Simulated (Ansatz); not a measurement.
Runs of Ansatz 0.2.0 on Ba2Tl5V3O12. Symmetry: P-3m1, No. 164, trigonal system. The conventional cell has a = 8.154 Å, b = 8.154 Å, c = 6.921 Å, α = 90.00°, β = 90.00°, γ = 120.00°. Around Ba (site symmetry 3m) lie 6 O at 2.80 Å. V (site symmetry 2/m) has 4 O at 1.82 Å as nearest neighbours. Tl (site symmetry 2/m) is surrounded by 4 O at 2.53 Å. Tl (site symmetry 3m) has 6 O at 2.73 Å and 3 V at 2.82 Å and 3 Tl at 3.03 Å as nearest neighbours. O (site symmetry 1) is surrounded by 1 V at 1.82 Å. The cell was built by a generator and needn't be a form met in nature.

| task | level | cell | k mesh | points for each segment of the path | gap on the mesh (eV) | pressure (GPa) | moment (μB) | relaxed volume (Å³/atom) | largest force (eV/Å) |
| --- | --- | --- | --- | --- | --- | --- | --- | --- | --- |
| relaxation of cell and atoms | RPBE | relaxed | 3 × 3 × 3 | - | none | 0.0 | 0.00 | (a) | - |
| band structure | revPBE | as given | 4 × 4 × 4 | 10 | none | 2.3 | 0.00 | - | 0.05 |
| band structure | PBEsol | as given | 4 × 4 × 4 | 10 | none | (b) | 0.00 | - | 0.29 |
| band structure | RPBE | as given | 4 × 4 × 4 | 10 | none | (c) | 0.00 | - | 0.09 |
| relaxation of cell and atoms | PBEsol | relaxed | 3 × 3 × 3 | - | none | 0.0 | 0.00 | 17.04 | 0.01 |

Alike in all rows: potentials or basis Ansatz PAW; spin collinear, ferromagnetic start; cutoff (eV) 420; smearing fermi-dirac 0.05 eV.

Problem. Estimate the missing entries.

Solution. (a) 19.18; (b) -3.8; (c) 3.1.

Caveats: semilocal functionals often make such compounds metallic where correlation or magnetic order opens a gap, which also shifts bond lengths; the PAW data sets come from PBE, with cores solved anew for the run's functional, which leaves a small shift of forces and pressure; the starting moments weren't kept; spin-orbit coupling is left out, which moves the levels of the heavy elements (some runs); the plane-wave basis is chosen anew once the cell has moved, so the energies of steps on either side of that aren't comparable (some runs).

A k mesh can miss the band edges, and the runs leave out spin-orbit coupling on Ba, Tl.

A gap of «none» marks a metal or a gap under the smearing width.

Runs at the PBE level aren't shown here.
